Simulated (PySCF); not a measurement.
# A diatomic session: PdCl

What are the lowest state that PBE0 finds, the bond length, vibrational wavenumber and bond energy of PdCl, and how much do these hang on the method?

The runs use PySCF 2.14.0; Pd x2c-TZVPPall, Cl x2c-TZVPPall, spin-free X2C with a Gaussian nucleus.

## Step 1: Set-up

The job is set up so:

```yaml
atoms: Pd, Cl
charge: 0
basis: Pd x2c-TZVPPall, Cl x2c-TZVPPall
Hamiltonian: spin-free X2C with a Gaussian nucleus
basis_functions: 121
electrons_treated: 63
masses_in_u: 105.9035, 34.9689
levels: PBE0, PBE, r²SCAN, PBEsol, PW91, BHandHLYP, LDA, CAM-B3LYP, HF, MP2, SCS-MP2
grid: 80 radial by 434 angular points
occupations: held fixed by the projection of orbital angular momentum
dissociation_limit: Pd + Cl, each in its ground configuration
starting_distance_in_angstrom: 2.155
values_of_2S_to_try: 1, 3
```

Launch:

```
$ OMP_NUM_THREADS=2 python dia.py task.json out
```

After this run come: First curve: PBE0; Excited determinants; PBE; r²SCAN (meta-GGA); PBEsol; PW91 (GGA); BHandHLYP; LDA (local density); CAM-B3LYP (range-separated hybrid); UHF.

Q: Predict the outcome of this session. Wanted: for each run, Re; ωe; De; μ.

The runs gave:

Lowest PBE0 solution found, without spin–orbit coupling: ²Σ⁺ (doublet), unpaired electrons σ ↑. State 2 has its PBE0 minimum 0.31 eV higher. State 3 has its PBE0 minimum 0.66 eV higher. State 4 has its PBE0 minimum 2.59 eV higher. The other levels ran on the lowest alone.

| level | Re (Å) | ωe (cm⁻¹) | De (eV) | μ (D) |
| --- | --- | --- | --- | --- |
| UHF | 2.347 | 327 | 2.58 | -7.05 |
| UHF-MP2 | 2.202 | 376 | 2.39 | n/a |
| UHF-SCS-MP2 | 2.233 | 363 | 2.39 | n/a |
| LDA | 2.170 | 392 | 3.63 | -3.61 |
| PBE | 2.227 | 356 | 3.05 | -3.94 |
| PBEsol | 2.195 | 375 | 3.32 | -3.81 |
| PW91 | 2.226 | 357 | 3.06 | -3.92 |
| r²SCAN | 2.225 | 363 | 3.22 | -4.45 |
| PBE0 | 2.231 | 364 | 2.93 | -4.75 |
| BHandHLYP | 2.268 | 355 | 2.73 | -5.52 |
| CAM-B3LYP | 2.242 | 365 | 2.80 | -4.90 |

De is counted to Pd + Cl in their ground configurations. A positive dipole means Pd(−)Cl(+).

What this shows: Bond lengths run from 2.170 Å (LDA) to 2.347 Å (UHF). Of the levels with a De here, UHF-MP2 gives the least (2.39 eV) and LDA the most (3.63 eV).

Correlated steps freeze 19 core orbitals. The state is the lowest single determinant that the PBE0 search found; with open d or f shells the true ground state can be another one. Spin–orbit coupling is left out.
